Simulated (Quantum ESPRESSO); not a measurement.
A calculation with Quantum ESPRESSO 7.5 of BiTe (native input, structure typed inline):

File pw.in:

```
&CONTROL
  calculation = 'scf'
  prefix = 'pwscf'
  outdir = './tmp'
  pseudo_dir = './pseudo'
  tprnfor = .true.
  tstress = .true.
  disk_io = 'low'
/
&SYSTEM
  ibrav = 0
  nat = 2
  ntyp = 2
  ecutwfc = 80
  nbnd = 23
  occupations = 'smearing'
  smearing = 'fd'
  degauss = 0.00367493
/
&ELECTRONS
  conv_thr = 4d-10
  electron_maxstep = 120
  mixing_beta = 0.5
/
ATOMIC_SPECIES
Bi   208.9804 Bi.upf
Te   127.6000 Te.upf
CELL_PARAMETERS angstrom
   0.0000000000    3.2350000000    3.2350000000
   3.2350000000    0.0000000000    3.2350000000
   3.2350000000    3.2350000000    0.0000000000
ATOMIC_POSITIONS crystal
Bi     0.0000000000    0.0000000000    0.0000000000
Te     0.5000000000    0.5000000000    0.5000000000
K_POINTS automatic
7 7 7 0 0 0
```

pp_density.in

```
&INPUTPP
  prefix = 'pwscf'
  outdir = './tmp'
  filplot = 'density.dat'
  plot_num = 0
/
&PLOT
  nfile = 1
  filepp(1) = 'density.dat'
  iflag = 3
  output_format = 6
  fileout = 'density.cube'
/
```

pp_potential.in

```
&INPUTPP
  prefix = 'pwscf'
  outdir = './tmp'
  filplot = 'potential.dat'
  plot_num = 11
/
&PLOT
  nfile = 1
  filepp(1) = 'potential.dat'
  iflag = 3
  output_format = 6
  fileout = 'potential.cube'
/
```

pp_elf.in

```
&INPUTPP
  prefix = 'pwscf'
  outdir = './tmp'
  filplot = 'elf.dat'
  plot_num = 8
/
&PLOT
  nfile = 1
  filepp(1) = 'elf.dat'
  iflag = 3
  output_format = 6
  fileout = 'elf.cube'
/
```

Potentials or basis: PseudoDojo 0.4.1 SR PBEsol standard.

Command:

```bash
$ OMP_NUM_THREADS=1 mpirun -n 2 pw.x -nk 2 -in pw.in > pw.out
$ OMP_NUM_THREADS=1 mpirun -n 1 pp.x -in pp_density.in > pp_density.out
$ OMP_NUM_THREADS=1 mpirun -n 1 pp.x -in pp_potential.in > pp_potential.out
$ OMP_NUM_THREADS=1 mpirun -n 1 pp.x -in pp_elf.in > pp_elf.out
```

**Question.** Write the same calculation in another form: ASE script, structure typed inline.

**Answer.** As run:

run.py

```python
import numpy as np
from ase.calculators.espresso import Espresso, EspressoProfile
from ase import Atoms

atoms = Atoms(['Bi', 'Te'],
              cell=[[0.0, 3.235, 3.235], [3.235, 0.0, 3.235], [3.235, 3.235, 0.0]],
              scaled_positions=[[0.0, 0.0, 0.0], [0.5, 0.5, 0.5]],
              pbc=True)

input_data = {
    'control': {'calculation': 'scf', 'prefix': 'pwscf', 'outdir': './tmp', 'tprnfor': True, 'tstress': True, 'disk_io': 'nowf'},
    'system': {'ecutwfc': 80.0, 'nbnd': 23, 'occupations': 'smearing', 'smearing': 'fd', 'degauss': 0.00367493},
    'electrons': {'conv_thr': 4e-10, 'electron_maxstep': 120, 'mixing_beta': 0.5},
}
pseudopotentials = {'Te': 'Te.upf', 'Bi': 'Bi.upf'}
profile = EspressoProfile(command='mpirun -n 2 pw.x -nk 2', pseudo_dir='pseudo')
dft = Espresso(profile=profile, input_data=input_data, pseudopotentials=pseudopotentials, kpts=(7, 7, 7), koffset=(0, 0, 0))
atoms.calc = dft

print(f'energy {atoms.get_potential_energy():.8f} eV')
print('forces (eV/A)')
print(np.round(atoms.get_forces(), 6))
print('stress (eV/A^3, Voigt)')
print(np.round(atoms.get_stress(), 8))
print(f'Fermi level {dft.get_fermi_level():.4f} eV')
```

Potentials or basis: PseudoDojo 0.4.1 SR PBEsol standard.

Command:

```bash
$ OMP_NUM_THREADS=1 python run.py
```

Both were run:

|  | native input, structure typed inline | ASE script, structure typed inline |
| --- | --- | --- |
| Pressure | -1.5 GPa | -1.5 GPa |
| Band gap on the k mesh | none (metal or under the smearing width) | none (metal or under the smearing width) |

Keys that steer only the numerical path or the files written may differ.

Caveat: spin-orbit coupling is left out, which moves the levels of the heavy elements.
